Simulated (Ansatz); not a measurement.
# H₆N₂O₂Si: how energies converge with the basis set

Aim: see how fast density functionals converge with the basis set for H₆N₂O₂Si.

The runs use Ansatz 0.2.0, Gaussian basis; one geometry, several basis sets.

The runs, in order: PBE0-D4/def2-SVP; ωB97M-V/def2-SVP; PBE0-D4/def2-QZVPP; ωB97M-V/def2-QZVPP; the functionals' def2-TZVPP values are taken from earlier runs.

## 1. Structure used throughout

All runs share one geometry, relaxed beforehand with PBE0-D4 in a triple-zeta def2 set.

SMILES `N[Si](N)(O)O`, 11 atoms, charge 0, spin multiplicity 1.

Atoms are counted from 1 here; the program's logs count them from 0.

Bond lengths: N1–Si2 1.699 Å, N1–H6 1.005 Å, N1–H7 1.005 Å, Si2–N3 1.697 Å, Si2–O4 1.647 Å, Si2–O5 1.648 Å, N3–H8 1.004 Å, N3–H9 1.004 Å, O4–H10 0.958 Å, O5–H11 0.958 Å. Angles: Si2–N1–H6 122.6°, Si2–N1–H7 120.4°, H6–N1–H7 112.9°, N1–Si2–N3 112.2°, N1–Si2–O4 116.5°, N1–Si2–O5 101.6°, N3–Si2–O4 101.9°, N3–Si2–O5 115.2°, O4–Si2–O5 110.1°, Si2–N3–H8 122.0°, Si2–N3–H9 122.6°, H8–N3–H9 113.6°, Si2–O4–H10 115.5°, Si2–O5–H11 115.3°.

Geometry (Å):

```xyz
11
charge 0, multiplicity 1
N    -1.1690    0.9682    0.5284
Si    0.0757    0.0305   -0.1493
N     0.5649   -1.2256    0.8809
O     1.5012    0.8029   -0.4416
O    -0.6085   -0.4531   -1.5687
H    -1.0207    1.5779    1.3130
H    -1.9684    1.2283   -0.0227
H     1.5339   -1.4326    1.0440
H    -0.0549   -1.6546    1.5437
H     1.5044    1.3915   -1.1973
H    -0.2932   -1.2904   -1.9100
```

## 2. PBE0-D4 in def2-SVP

File in.yaml:

```yaml
crystal:
  periodic: [false, false, false]
  atoms:
    - {symbol: N, position_ang: [-1.169045, 0.968151, 0.528367]}
    - {symbol: Si, position_ang: [0.075713, 0.030484, -0.149313]}
    - {symbol: N, position_ang: [0.564852, -1.225596, 0.880941]}
    - {symbol: O, position_ang: [1.501207, 0.802874, -0.441560]}
    - {symbol: O, position_ang: [-0.608502, -0.453120, -1.568741]}
    - {symbol: H, position_ang: [-1.020725, 1.577868, 1.313048]}
    - {symbol: H, position_ang: [-1.968361, 1.228298, -0.022692]}
    - {symbol: H, position_ang: [1.533860, -1.432592, 1.044012]}
    - {symbol: H, position_ang: [-0.054931, -1.654610, 1.543729]}
    - {symbol: H, position_ang: [1.504404, 1.391501, -1.197286]}
    - {symbol: H, position_ang: [-0.293173, -1.290357, -1.910007]}
basis:
  gaussian: {orbitals: def2-SVP}
hamiltonian: {xc: pbe0, dispersion: d4}
output: {orbitals: {seedname: orbitals}}
```

After this run come: ωB97M-V in def2-SVP; PBE0-D4 in def2-QZVPP; ωB97M-V in def2-QZVPP.

Q: Predict the results of all the runs planned. Wanted: PBE0-D4: double and triple zeta above quadruple; ωB97M-V: double and triple zeta above quadruple.

The runs gave:

| quantity | value |
| --- | --- |
| PBE0-D4: double and triple zeta above quadruple | 12.96, 0.74 eV |
| ωB97M-V: double and triple zeta above quadruple | 13.16, 0.69 eV |

For PBE0-D4 the step from double to triple zeta gains 12.23 eV and the next only 0.74 eV. Total energies overstate the basis error of differences, where much of it tends to cancel. The LUMO of ωB97M-V is positive and keeps falling with the basis (3.14 to 1.47 eV): an unbound level that the basis holds in place.
